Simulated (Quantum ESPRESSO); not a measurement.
# Rh (Fm-3m) in Quantum ESPRESSO: phonons and electron-phonon coupling with PBE

Aim: the phonons and electron-phonon coupling of Rh with PBE.

Everything below comes from runs of Quantum ESPRESSO 7.5. Logs are shortened: lines on timing, memory, paths and dates and some standing lists are left out, and cuts for length are marked.

### 1 Starting point

The structure is cubic, space group Fm-3m (No. 225). Conventional cell: a = 3.803 Å, b = 3.803 Å, c = 3.803 Å, α = 90.00°, β = 90.00°, γ = 90.00°. Rh (site symmetry m-3m) has 12 Rh at 2.69 Å as nearest neighbours.

(Part 1 of 2 ends here.)
